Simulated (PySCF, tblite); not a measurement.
**C5H8NO radical: geometry, infrared bands and EPR parameters**

Aim: predict the infrared bands and EPR parameters of C5H8NO radical (`C/C=N\[CH]CC=O`).

Computed with tblite 0.8.0 and PySCF 2.14.0, with density-fitted response routines of our own, on a single molecule in the gas phase. Atoms are numbered from 0 throughout.

### Step 1. The starting structure

15 atoms, charge 0, multiplicity 2; geometry from: force field or distance geometry start.

Bonds of the start (Å): C0–C1 1.48, C1–N2 1.30, N2–C3 1.42, C3–C4 1.51, C4–C5 1.50, C5–O6 1.25, C0–H7 1.10, C0–H8 1.11, C0–H9 1.13, C1–H10 1.08, C3–H11 1.11, C4–H12 1.10, C4–H13 1.12, C5–H14 1.08.

### Step 2. Relaxing the molecule with GFN2-xTB

Job settings and geometry (Å):

```
{"job": {"kind": "relax", "xc": "GFN2-xTB", "basis": "xTB"}, "charge": 0, "multiplicity": 2}
C     -2.202800     0.211200     0.038600
C     -1.478800     0.079400    -1.245100
N     -0.305500    -0.461800    -1.340300
C      0.282000    -0.935900    -0.138600
C      1.762500    -0.692600    -0.294700
C      2.139400     0.663400     0.212400
O      3.327500     1.031700     0.144800
H     -2.182900    -0.698000     0.658800
H     -1.796600     1.096300     0.574000
H     -3.275400     0.438300    -0.226200
H     -1.928200     0.441000    -2.161500
H     -0.138400    -0.462100     0.773000
H      2.386300    -1.432800     0.220500
H      1.967000    -0.631000    -1.393300
H      1.439400     1.361000     0.650100
```

Command:

```bash
$ OMP_NUM_THREADS=1 python probes_run.py task.json out
```

One launch serves the whole session: the jobs run in the order shown.

The program printed:

```text
step      E/eV     max force
  0    -588.57466    4.157
  1    -588.84991    4.990
  2    -589.06574    1.375
  3    -589.16045    0.893
  4    -589.26749    0.800
  5    -589.31214    0.571
  6    -589.36035    0.682
  7    -589.40752    0.595
  8    -589.45630    0.525
  9    -589.49155    0.553
 10    -589.52457    0.517
 11    -589.55656    0.591
 12    -589.58808    0.501
 13    -589.61728    0.474
 14    -589.64064    0.398
 15    -589.65675    0.310
 16    -589.66856    0.389
 17    -589.67916    0.273
 18    -589.69125    0.259
 19    -589.70023    0.224
 20    -589.70615    0.216
 21    -589.71046    0.189
 22    -589.71373    0.125
 23    -589.71596    0.104
 24    -589.71742    0.094
 25    -589.71870    0.096
 26    -589.72018    0.096
 27    -589.72188    0.113
 28    -589.72326    0.085
 29    -589.72404    0.079
 30    -589.72454    0.057
 31    -589.72504    0.052
 32    -589.72548    0.044
 33    -589.72578    0.040
 34    -589.72598    0.031
 35    -589.72619    0.047
 36    -589.72643    0.053
 37    -589.72673    0.042
 38    -589.72712    0.051
 39    -589.72763    0.059
 40    -589.72819    0.055
 41    -589.72867    0.047
 42    -589.72899    0.051
 43    -589.72924    0.046
 44    -589.72951    0.044
 45    -589.72985    0.053
 46    -589.73022    0.053
 47    -589.73059    0.047
 48    -589.73099    0.061
 49    -589.73142    0.060
 50    -589.73186    0.048
 51    -589.73224    0.051
 52    -589.73254    0.045
 53    -589.73280    0.037
 54    -589.73308    0.042
 55    -589.73343    0.049
 56    -589.73389    0.054
 57    -589.73453    0.060
 58    -589.73544    0.086
 59    -589.73668    0.093
 60    -589.73824    0.108
 61    -589.73995    0.145
 62    -589.74152    0.125
 63    -589.73652    0.985
 64    -589.74460    0.135
 65    -589.74674    0.138
 66    -589.74811    1.290
 67    -589.75569    0.080
 68    -589.76011    0.098
 69    -589.75079    1.645
 70    -589.76558    0.107
 71    -589.76828    0.131
 72    -589.76512    1.216
 73    -589.77302    0.141
 74    -589.77463    0.181
 75    -589.77677    0.422
 76    -589.77778    0.210
 77    -589.77859    0.061
 78    -589.77928    0.064
 79    -589.78012    0.071
 80    -589.78107    0.142
 81    -589.78211    0.165
 82    -589.78297    0.179
 83    -589.78387    0.173
 84    -589.78484    0.151
 85    -589.78596    0.097
 86    -589.78703    0.114
 87    -589.78725    0.331
 88    -589.78771    0.304
 89    -589.78873    0.051
 90    -589.78913    0.044
 91    -589.78924    0.363
 92    -589.79002    0.034
 93    -589.79024    0.036
 94    -589.79056    0.164
 95    -589.79082    0.035
 96    -589.79104    0.044
 97    -589.79142    0.048
 98    -589.79167    0.052
 99    -589.79200    0.081
100    -589.79253    0.103
101    -589.79325    0.156
102    -589.79377    0.215
103    -589.79524    0.076
104    -589.79724    0.090
105    -589.79971    0.269
106    -589.80303    0.238
107    -589.80716    0.339
108    -589.80668    0.856
109    -589.79821    1.155
110    -589.81694    0.349
111    -589.82082    0.109
112    -589.82515    0.158
113    -589.82149    1.030
114    -589.83144    0.110
115    -589.83343    0.116
116    -589.83596    0.354
117    -589.83736    0.159
118    -589.83812    0.092
119    -589.83876    0.092
120    -589.83892    0.087
121    -589.83910    0.099
122    -589.83926    0.080
123    -589.83941    0.087
124    -589.83956    0.065
125    -589.83974    0.070
126    -589.84003    0.051
127    -589.84042    0.068
128    -589.84086    0.051
129    -589.84117    0.055
130    -589.84139    0.034
131    -589.84156    0.037
132    -589.84175    0.029
133    -589.84193    0.023
134    -589.84205    0.024
135    -589.84214    0.018
136    -589.84221    0.016
137    -589.84225    0.010
138    -589.84227    0.011
139    -589.84228    0.007
```

Run time: 0.73 s. Hardware: 1 thread of Arm Neoverse V1, shared host.

Along the way: (not every step is listed)

```
step  energy from step 0 (eV)  largest force (eV/Å)
   0                   0.0000                4.1571
   1                  -0.2753                4.9903
   2                  -0.4911                1.3751
   3                  -0.5858                0.8928
   4                  -0.6928                0.7996
   5                  -0.7375                0.5713
   6                  -0.7857                0.6816
   7                  -0.8329                0.5947
   8                  -0.8816                0.5254
  20                  -1.1315                0.2159
  32                  -1.1508                0.0441
  44                  -1.1549                0.0440
  56                  -1.1592                0.0535
  68                  -1.1855                0.0979
  80                  -1.2064                0.1422
  92                  -1.2154                0.0341
 104                  -1.2226                0.0897
 116                  -1.2613                0.3543
 128                  -1.2662                0.0514
 134                  -1.2674                0.0244
 135                  -1.2675                0.0184
 136                  -1.2676                0.0156
 137                  -1.2676                0.0099
 138                  -1.2676                0.0107
 139                  -1.2676                0.0072
```

Close pairs (by a distance rule), those that changed most:

```
  bond  before (Å)  after (Å)  change (Å)
 N2–C3       1.419      1.304      -0.115
 C5–O6       1.246      1.201      -0.044
 C0–H9       1.128      1.087      -0.041
C4–H13       1.119      1.088      -0.032
C5–H14       1.081      1.105      +0.025
 C0–H8       1.111      1.089      -0.022
C3–H11       1.110      1.088      -0.022
 C3–C4       1.508      1.488      -0.021
```

The final coordinates are the input of the step that follows.

### Step 3. Infrared spectrum with GFN2-xTB

Job settings and geometry (Å):

```
{"job": {"kind": "ir", "xc": "GFN2-xTB", "basis": "xTB"}, "charge": 0, "multiplicity": 2}
C     -2.299735     0.316786     0.147034
C     -1.597660    -0.060621    -1.112785
N     -0.344695    -0.358077    -1.218892
C      0.492988    -0.732039    -0.291998
C      1.957147    -0.580340    -0.506665
C      2.155548     0.762687     0.160869
O      2.495454     0.923034     1.301866
H     -2.761345    -0.569097     0.590875
H     -1.598579     0.730935     0.870306
H     -3.088383     1.038184    -0.051846
H     -2.160464    -0.052735    -2.035988
H      0.164642    -1.137769     0.663084
H      2.525636    -1.355020     0.004404
H      2.195516    -0.530391    -1.566655
H      1.859516     1.612453    -0.481177
```

The program printed:

```text
mode    cm-1     km/mol
  1      51.2      1.62
  2      69.0      1.66
  3      76.2      5.46
  4     143.1      4.84
  5     189.4      5.90
  6     300.8     30.29
  7     332.5      8.27
  8     436.5      1.77
  9     499.8     23.63
 10     574.5     19.28
 11     699.7      5.91
 12     742.0     37.88
 13     882.1      0.63
 14     913.0      0.98
 15     963.5     31.63
 16     986.7     10.88
 17    1012.6     23.00
 18    1057.7     48.16
 19    1101.0     25.98
 20    1147.6     24.91
 21    1193.6     21.27
 22    1212.4     12.45
 23    1296.1     19.99
 24    1360.9     19.66
 25    1379.0      8.80
 26    1414.5     38.28
 27    1435.5     14.05
 28    1464.8      6.05
 29    1467.7      6.57
 30    1552.2     24.58
 31    1754.8    661.05
 32    2779.3    105.21
 33    2950.7     37.33
 34    2955.1     19.72
 35    3009.3     10.14
 36    3019.2      8.07
 37    3028.3     20.25
 38    3038.0     18.68
 39    3058.5     26.87
```

Wall time 0.37 s (1 thread of Arm Neoverse V1, shared host).

The strongest bands and the atoms that carry them (share of the mass-weighted mode):

```
cm⁻¹  km/mol                                 atoms
 301    30.3  C3 34 %, C5 19 %, H14 14 %, H11 12 %
 742    37.9                     H11 63 %, C3 19 %
 964    31.6             C4 18 %, C0 14 %, C5 12 %
1058    48.2   C4 26 %, C3 18 %, H12 15 %, C5 12 %
1414    38.3  H12 26 %, C3 19 %, H13 18 %, C1 13 %
1755   661.0                      C5 59 %, O6 39 %
2779   105.2                              H14 94 %
2951    37.3                              H11 92 %
```

### Step 4. g tensor and hyperfine couplings: B3LYP/pcH-1

Settings changed since step 3:

```diff
@@ -1,2 +1,2 @@
-{"job": {"kind": "ir", "xc": "GFN2-xTB", "basis": "xTB"}, "charge": 0, "multiplicity": 2}
+{"job": {"kind": "epr", "basis": "pcH-1"}, "charge": 0, "multiplicity": 2}
 C     -2.299735     0.316786     0.147034
```

Level: UKS B3LYP, pcH-1 on C H N O, non-relativistic, mean-field spin-orbit, GIAO.

The program printed:

```text
UKS, coarse grid
  cycle   1  E = -325.11734900  |g| = 6.15e-01
  cycle   2  E = -324.10992919  |g| = 1.56e+00
  cycle   3  E = -325.22465403  |g| = 2.81e-01
  cycle   4  E = -325.26653214  |g| = 9.84e-02
  cycle   5  E = -325.26993577  |g| = 5.36e-02
  cycle   6  E = -325.27116945  |g| = 1.39e-02
  cycle   7  E = -325.27130603  |g| = 5.25e-03
  cycle   8  E = -325.27133613  |g| = 3.33e-03
  cycle   9  E = -325.27134633  |g| = 1.60e-03
  cycle  10  E = -325.27134765  |g| = 7.86e-04
UKS, final grid
  cycle   1  E = -325.27134511  |g| = 1.34e-03
  cycle   2  E = -325.27134304  |g| = 2.50e-03
  cycle   3  E = -325.27134604  |g| = 1.16e-04
  cycle   4  E = -325.27134605  |g| = 8.34e-05
  cycle   5  E = -325.27134605  |g| = 7.10e-05
  cycle   6  E = -325.27134606  |g| = 6.82e-06
E = -325.27134606 Eh   <S^2> = 0.7667 (exact 0.7500)
g shifts (ppm)      1          2          3
  rmc          -157       -157       -157
  gc             25         -6         34
  oz_so        -117        755       1064
  total        -249        592        941
hyperfine (MHz)  atom isotope    a_iso     a_fc   dipolar eigenvalues
    0   13C     -16.41     -16.41     -1.89     -1.02      2.91
    1   13C      60.76      60.76    -44.77    -42.89     87.66
    2   14N       5.61       5.61    -15.83      2.05     13.77
    3   13C      72.34      72.34    -46.19    -44.81     91.00
    4   13C     -12.51     -12.51     -1.60     -0.34      1.94
    5   13C      45.72      45.72     -5.12     -2.12      7.25
    6   17O      -3.24      -3.24    -16.80      7.05      9.75
    7    1H      81.79      81.79     -3.45     -1.12      4.57
    8    1H      10.93      10.93     -3.53     -1.15      4.68
    9    1H      18.72      18.72     -3.37     -2.80      6.16
   10    1H     -29.80     -29.80    -20.62     -2.98     23.60
   11    1H     -28.56     -28.56    -19.17     -1.54     20.71
   12    1H      31.09      31.09     -2.87     -2.28      5.15
   13    1H      18.96      18.96     -2.88     -2.18      5.06
   14    1H      -0.19      -0.19     -2.55     -1.41      3.96
```

Run time: 62 s. Hardware: 1 thread of Arm Neoverse V1, shared host; peak memory 1 GiB.

Principal g values 2.00207, 2.00291, 2.00326; g(iso) = 2.00275, against 2.00232 for a free electron.

Mean a(iso) over the nuclei that a row names, and the largest dipolar term of the row (other rows stand at the frozen geometry):

```
    nuclei  isotope  a(iso) (MHz)  a(iso) (G, at g = 2.0023)  largest dipolar term (MHz)
        C3      13C          72.3                       25.8                        91.0
        C1      13C          60.8                       21.7                        87.7
        C5      13C          45.7                       16.3                         7.2
H7, H8, H9       1H          37.1                       13.3                         6.2
       H10       1H         -29.8                      -10.6                        23.6
       H11       1H         -28.6                      -10.2                        20.7
  H12, H13       1H          25.0                        8.9                         5.2
        C0      13C         -16.4                       -5.9                         2.9
        C4      13C         -12.5                       -4.5                         1.9
        N2      14N           5.6                        2.0                       -15.8
        O6      17O          -3.2                       -1.2                       -16.8
       H14       1H          -0.2                       -0.1                         4.0
```

Mulliken spin populations:

C0 -0.03; C1 0.52; N2 -0.09; C3 0.55; C4 -0.05; C5 0.01; O6 0.04; H7 0.03; H8 0.01; H9 0.01; H10 -0.02; H11 -0.02; H12 0.02; H13 0.01; H14 0.00

In first order the couplings over 0.8 MHz of 1H, 14N give 144 distinct lines over 82.4 G, if the averaged nuclei exchange fast.

The fields below are evaluated on a grid from the run's orbitals.

ELF in a plane through or near 6 of the atoms.

Ten even steps from '0' (0.00) to '9' (1.00):
```
0000000000000000000000000000
0000000000000000000000000000
0000001221000000000000000000
0000014675200000000000000000
0000148898510001785100000000
0000157877410004998223420000
0000146787530003998579971000
0000136731430000687799994000
0000024522410200145699994000
0000003588512431278678871000
0000001365323667724510000000
0000004799612735744730000000
0000017999803887569985000000
0000018999703897159998100000
0000005899302785018997100000
0000000244000341002541000000
0000000000000000000000000000
0000000000000000000000000000
0000000000000000000000000000
0000000000000000000000000000
```
The map spans 11.5 Å across and 8.8 Å up, centred on the molecule. Atoms in the plane (x, y in Å): C1 (1.6, -0.8), N2 (0.4, -1.0), C5 (-2.1, 0.7), O6 (-2.5, 1.8), H9 (3.1, 0.7), H13 (-2.2, -1.4).

log10 of the density (e/Å³) in the same plane.

Ten even steps from '0' (-4.0) to '9' (1.0):
```
0000000000000000000000000000
0000012222100000000000000000
0000134444320000011100000000
0001345665432001222221100000
0002457887643223444433321000
0002467898654334566555432100
0003467898754434677666543100
0002457799765445677788753200
0002356799765555677888754200
0002346788766666678877653200
0001345677767788898765432100
0001345678767899898765421000
0001245688766898888765321000
0001235677655777677765320000
0000134455545565556554310000
0000012334333444444433200000
0000001111111222222211000000
0000000000000000000000000000
0000000000000000000000000000
0000000000000000000000000000
```
The map spans 11.5 Å across and 8.8 Å up, centred on the molecule. Atoms in the plane (x, y in Å): C1 (1.6, -0.8), N2 (0.4, -1.0), C5 (-2.1, 0.7), O6 (-2.5, 1.8), H9 (3.1, 0.7), H13 (-2.2, -1.4).

On the surface of density 0.002 e/bohr³ the electrostatic potential runs, from the 1st to the 99th percentile, from -1.64 V near O6 to 0.96 V near H9.

The spin density lies nearest to C1, C3 about 29 % each; N2 11 % (both signs); H11 9 %.

### Step 5. Results

```
                                 quantity                  value
strongest single infrared mode (GFN2-xTB)  1755 cm⁻¹, 661 km/mol
             zero-point energy (GFN2-xTB)          73.7 kcal/mol
                           g(iso) (B3LYP)                2.00275
                                     ⟨S²⟩     0.767 (exact 0.75)
       largest a(iso) (averaged by class)    13C on C3, 72.3 MHz
    surface potential, 1st and 99th percentile     -1.64 V and 0.96 V
```

In words: The optimisation took 139 steps and gained 1.268 eV; among the close pairs (by a distance rule), N2–C3 changed most, from 1.419 to 1.304 Å. All 39 modes are real, so the xTB geometry is a minimum. The strongest single mode, at 1755 cm⁻¹, moves mainly C5 and O6. Unscaled tight-binding wavenumbers are off by several per cent, some by more. Its intensities can rank the bands wrongly. The largest spin populations lie on C3 (0.55 e), C1 (0.52 e). The isotropic g lies 0.4 ppt above the free-electron value.
